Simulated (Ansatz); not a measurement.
**CH2NSn radical: basis-set convergence**

One table from this session's results is given with a row withheld; the runs are named, their logs left out.

Computed with Ansatz 0.2.0, Gaussian basis. Level: one geometry, several basis sets.

The runs, in order: PBE0-D4/def2-SVP; ωB97M-V/def2-SVP; PBE0-D4/def2-QZVPP; ωB97M-V/def2-QZVPP; the functionals' def2-TZVPP values are taken from earlier runs.

## Structure used throughout

All runs share one geometry, relaxed beforehand with PBE0-D4 in a triple-zeta def2 set. Sn takes the def2 core potential; no spin-orbit term is included.

SMILES `N#[C][SnH2]`, 5 atoms, charge 0, spin multiplicity 2.

Atoms are counted from 1 here; the program's logs count them from 0.

Bond lengths: N1–C2 1.154 Å, C2–Sn3 2.115 Å, Sn3–H4 1.710 Å, Sn3–H5 1.710 Å. Angles: N1–C2–Sn3 175.8°, C2–Sn3–H4 105.7°, C2–Sn3–H5 105.7°, H4–Sn3–H5 113.6°.

The first run:

The input, in.yaml:

```yaml
crystal:
  periodic: [false, false, false]
  atoms:
    - {symbol: N, position_ang: [0.833754, -1.535681, 1.665645]}
    - {symbol: C, position_ang: [0.506019, -0.851546, 0.795963]}
    - {symbol: Sn, position_ang: [0.009632, 0.331063, -0.886257]}
    - {symbol: H, position_ang: [-1.648459, 0.038190, -1.184027]}
    - {symbol: H, position_ang: [0.348953, 1.944374, -0.432625]}
basis:
  gaussian: {orbitals: def2-SVP}
magnetization: {spin_polarized: true, initial_magnetization: 1}
hamiltonian: {xc: pbe0, dispersion: d4}
output: {orbitals: {seedname: orbitals}}
```

Steps of the session up to this table: PBE0-D4 in def2-SVP; ωB97M-V in def2-SVP; PBE0-D4 in def2-QZVPP; ωB97M-V in def2-QZVPP.

One of the session's tables, all rows but one given; the rest of the session is left out.

It belongs to the step «Functionals by basis». 

```
functional       basis  HOMO (eV)  LUMO (eV)
   PBE0-D4    def2-SVP      -6.97      -3.92
   PBE0-D4  def2-TZVPP      -7.05      -4.00
   PBE0-D4  def2-QZVPP      -7.06      -4.01
   ωB97M-V    def2-SVP      -8.94      -2.12
   ωB97M-V  def2-TZVPP          ?          ?
   ωB97M-V  def2-QZVPP      -9.08      -2.29
```

Estimate the missing values for ωB97M-V, def2-TZVPP.

**Answer.** HOMO (eV): -9.07; LUMO (eV): -2.27. In the column «HOMO (eV)» it lies between ωB97M-V, def2-QZVPP (-9.08) and ωB97M-V, def2-SVP (-8.94).
